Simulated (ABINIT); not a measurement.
A run of ABINIT 10.8.3 (patched build) is set up as follows.

The input run.abi:

```
ndtset 2

pp_dirpath "./"
pseudos "Ag.GGA_PBE-JTH.xml, Rh.GGA_PBE-JTH.xml"

acell 3*1.0 Angstrom
rprim
     2.7775881998     0.0000000000     0.0000000000
    -1.3887940999     2.4054619423     0.0000000000
     0.0000000000     0.0000000000     4.8086020000
ntypat 2
znucl 47 45
natom 2
typat 1 2
xred
     0.0000000000     0.0000000000     0.5000000000
     0.6666666667     0.3333333333     0.0000000000

ecut 20.0
pawecutdg 40.0

ixc -497498
usekden 1
pawxcdev 0

occopt 3
tsmear 0.00183747

nstep 100

iomode 3
prtwf 0
prteig 0
prtebands 0
enunit 1
prtden1 1
prtkden1 1

kptopt1 1
ngkpt1 11 11 6
nshiftk1 1
shiftk1 0.0 0.0 0.0
nband1 18
tolvrs1 1.0e-7

iscf2 -2
getden2 1
getkden2 1
nband2 24
nbdbuf2 4
tolwfr2 1.0e-11
kptopt2 -7
ndivsm2 6
prteig2 1
kptbounds2
     0.0000000000     0.0000000000     0.0000000000
     0.5000000000     0.0000000000     0.0000000000
     0.3333333333     0.3333333333     0.0000000000
     0.0000000000     0.0000000000     0.0000000000
     0.0000000000     0.0000000000     0.5000000000
     0.5000000000     0.0000000000     0.5000000000
     0.3333333333     0.3333333333     0.5000000000
     0.0000000000     0.0000000000     0.5000000000
```

Potentials or basis: JTH PAW PBE v2.0.

Launch:

```console
$ abinit run.abi > log 2>&1
```

(1) What does it give for the band gap on the k mesh?

(2) Predict the pressure.

Answers

(1) none (metal or under the smearing width).

(2) -6.3 GPa.

Caveat: the PAW data sets were made with another functional, which shifts forces and pressure a little.
